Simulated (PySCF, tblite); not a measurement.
# C4H10BFS: geometry, infrared bands and NMR shifts

Aim: predict the infrared bands and NMR shifts of C4H10BFS (`CSB[C@H](C)CF`).

Computed with tblite 0.8.0 and PySCF 2.14.0, with density-fitted response routines of our own, on a single molecule in the gas phase. Atoms count from 0, in the outputs and in this text.

**1. Starting geometry**

17 atoms, charge 0, multiplicity 1; geometry from: force field or distance geometry start.

Bonds of the start (Å): C0–S1 1.83, S1–B2 1.87, B2–C3 1.60, C3–C4 1.50, C3–C5 1.53, C5–F6 1.40, C0–H7 1.11, C0–H8 1.09, C0–H9 1.12, B2–H10 1.17, C3–H11 1.12, C4–H12 1.11, C4–H13 1.10, C4–H14 1.10, C5–H15 1.09, C5–H16 1.11.

**2. Geometry optimisation with GFN2-xTB**

The job: settings as JSON, then the geometry in Å.

```
{"job": {"kind": "relax", "xc": "GFN2-xTB", "basis": "xTB"}, "charge": 0, "multiplicity": 1}
C      3.283500     0.354400     0.641200
S      1.631500     0.955200     1.155000
B      0.417000     0.020900     0.080300
C     -1.072100    -0.226700     0.619800
C     -1.633100    -1.383300    -0.155100
C     -1.836600     1.051100     0.275500
F     -1.145800     2.070400     0.944400
H      3.387900    -0.647200     1.102900
H      4.089500     1.034400     0.913900
H      3.188300     0.203100    -0.462500
H      0.692000    -0.208500    -1.028700
H     -1.097300    -0.422800     1.721100
H     -2.182000    -1.019800    -1.050300
H     -2.274200    -1.964200     0.520900
H     -0.832800    -2.060800    -0.474500
H     -2.860200     1.022400     0.652000
H     -1.762600     1.233300    -0.816100
```

Launch:

```
> OMP_NUM_THREADS=1 python probes_run.py task.json out
```

One launch serves the whole session: the jobs run in the order shown.

**Question.** This job is followed by: GFN2-xTB harmonic vibrations, gas phase; GIAO PBE0/pcSseg-1 NMR shielding, non-relativistic, gas phase. Predict these results of the whole session: strongest single infrared mode (GFN2-xTB); zero-point energy (GFN2-xTB); ¹³C shifts against TMS (PBE0/pcSseg-1); ¹H shifts against TMS (PBE0/pcSseg-1, means over atoms taken as alike); ³³S shifts against CS2 (PBE0/pcSseg-1); ¹¹B shifts against BF3·OEt2 (PBE0/pcSseg-1); ¹⁹F shifts against CFCl3 (PBE0/pcSseg-1).

The runs gave:

```
                                                              quantity                                   value
                             strongest single infrared mode (GFN2-xTB)                    1070 cm⁻¹, 84 km/mol
                                          zero-point energy (GFN2-xTB)                           85.0 kcal/mol
                                ¹³C shifts against TMS (PBE0/pcSseg-1)              93.5, 34.3, 22.3, 13.7 ppm
¹H shifts against TMS (PBE0/pcSseg-1, means over atoms taken as alike)  7.52, 4.80, 4.80, 2.47, 2.14, 0.82 ppm
                                ³³S shifts against CS2 (PBE0/pcSseg-1)                                  82 ppm
                           ¹¹B shifts against BF3·OEt2 (PBE0/pcSseg-1)                                75.1 ppm
                              ¹⁹F shifts against CFCl3 (PBE0/pcSseg-1)                              -239.9 ppm
```

The optimisation took 140 steps and gained 0.757 eV; among the close pairs (by a distance rule), S1–B2 changed most, from 1.872 to 1.756 Å. All 45 modes are real, so the xTB geometry is a minimum. The strongest single mode, at 1070 cm⁻¹, has its largest shares on H10, C3 and B2 (the list is cut at 3 atoms). GFN2-xTB is a fitted tight-binding method: band positions and strengths are rough. Its intensities can rank the bands wrongly. The most deshielded carbon is C5 (sp3 CH2 bonded to F), at 93.5 ppm: deshielded by the electronegative neighbour. At PBE0/pcSseg-1: The largest span, 449 ppm, is at S1, where the paramagnetic term is -639 ppm.
